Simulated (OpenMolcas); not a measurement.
# Cr⁴⁺ among point charges: CASSCF and CASPT2 levels and susceptibility

How does a field of 2 point charges split the states of Cr⁴⁺, and what χT follows?

Method: state-averaged CASSCF and CASPT2, spin-orbit coupling by RASSI with atomic mean-field integrals. Code: OpenMolcas 26.06.

## Step 1: What is computed

* Species: Cr⁴⁺ (chromium, Z = 24, 20 electrons)
* Basis: ANO-RCC-VTZP [6s5p3d2f1g], 59 functions
* Scalar Hamiltonian: DKH2, point nucleus
* Inactive shells: 1s 2s 2p 3s 3p
* Active space: 2 electrons in 5 orbitals (3d)
* Some configurations of this space: 3d2
* Orbitals: optimised for each spin and parity, averaged over all roots

Outer shells as boxes (Hund's rule):

3d2
```
3d [↑ ][↑ ][  ][  ][  ]
```

The ion sits among 2 point charges of -2.5 e arranged as a linear pair (D∞h), 2.09 Å from the ion.

The work runs as a chain of OpenMolcas steps in one folder; each step below is one input file. Labels, J, g values, rates, χT and fits are worked out afterwards by a script from the matrices that RASSI stores. The input lists half of the charges; inversion (Group=XYZ) makes the rest.

## Step 2: One- and two-electron integrals

Contents of a.inp:

```
&GATEWAY
Coord
1

Cr 0.0 0.0 0.0
Basis=ANO-RCC-VTZP
Group=XYZ
NoMove
AngMom=0.0 0.0 0.0
AMFI
XField
1 Angstrom 0
0.000000 0.000000 2.090000 -2.500000
&SEWARD
```

The run is started by

```
$ OMP_NUM_THREADS=1 MOLCAS_MEM=1689 MOLCAS_PROJECT=a pymolcas a.inp > a.log
```

## Step 3: Reference wave functions, triplets of even parity, 10 roots

Contents of a.inp:

```
&RASSCF
FileOrb=start.orb
Symmetry=1
Spin=3
nActEl=2 0 0
Inactive=3 6
Ras2=5 0
CIRoot=10 10 1
SDav=10
CIMx=300
Iter=120 100
PrWF=0.3
OrbListing=Nothing
MaxOrb=0
>>> COPY $Project.JobIph JOB001
```

start.orb holds the contracted functions of the basis, ordered by shell, or the orbitals of the step before.

## Step 4: Reference wave functions, singlets of even parity, 15 roots

Contents of a.inp:

```
&RASSCF
FileOrb=start.orb
Symmetry=1
Spin=1
nActEl=2 0 0
Inactive=3 6
Ras2=5 0
CIRoot=15 15 1
SDav=15
CIMx=300
Iter=120 100
PrWF=0.3
OrbListing=Nothing
MaxOrb=0
>>> COPY $Project.JobIph JOB002
```

## Step 5: State interaction with spin-orbit coupling

Contents of a.inp:

```
&RASSI
NrOfJobIphs=2 10 15
1 2 3 4 5 6 7 8 9 10
1 2 3 4 5 6 7 8 9 10 11 12 13 14 15
IphNames
JOB001
JOB002
EJob
SpinOrbit
DIPRint=1.0
SOCoupling=1000.0
Subsets=2
Property=9
'ANGMOM' 1 'ANGMOM' 2 'ANGMOM' 3 'MLTPL  1' 1 'MLTPL  1' 2 'MLTPL  1' 3
'AMFI' 1 'AMFI' 2 'AMFI' 3
SOProperty=3
'ANGMOM' 1 'ANGMOM' 2 'ANGMOM' 3
```

## Step 6: CASPT2: IPEA 0.25, imaginary shift 0.1 (closed shells correlated: 3s 3p)

Contents of a.inp:

```
>>> COPY JOB001 $Project.JobIph
&CASPT2
Multistate=10 1 2 3 4 5 6 7 8 9 10
NoMult
Frozen=2 3
IPEA=0.25
Imaginary=0.1
MaxIter=60
WThr=0.0 0.3 0.05
PrWF=0.5
NoMix
>>> COPY JOB002 $Project.JobIph
&CASPT2
Multistate=15 1 2 3 4 5 6 7 8 9 10 11 12 13 14 15
NoMult
Frozen=2 3
IPEA=0.25
Imaginary=0.1
MaxIter=60
WThr=0.0 0.3 0.05
PrWF=0.5
NoMix
```

(Steps that only read results are left out.)

What does the calculation give? Wanted: spin-free ground state; first state of the same spin within the active space; lowest level; next level.

**Answer**, as computed:

```
                                            quantity                                                                        value
                                              method  SS-CASPT2, IPEA 0.25, imaginary shift 0.1 (closed shells correlated: 3s 3p)
                              spin-free ground state                                             3Phi, 2-fold in its orbital part
first state of the same spin within the active space                                                           3Sigma at 907 cm⁻¹
                                        lowest level                                                 2-fold, g = 0.00, 0.00, 2.00
                                          next level                                                                   491.1 cm⁻¹
                                         χT at 300 K                                                               0.61 cm³ K/mol
                           effective moment at 300 K                                                                      2.21 μB
```

Cost by method:

| method | time of its own steps | time with the reference |
| --- | --- | --- |
| A. CASSCF | 11 s | 11 s |
| B. SS-CASPT2, IPEA 0.25, imaginary shift 0.1, +3s 3p | 5.1 s | 16 s |

Times are of one thread on a shared host.

The spin-free ground state (3Phi) comes to 100 % from free-ion F terms and keeps the highest spin of the shell. χT at 300 K is 0.61, against 1.00 cm³ K/mol for the spin alone, so spin-orbit coupling lowers it. The field of point charges can differ much from that of real complexes. This is an electrostatic model: the charges have no orbitals.
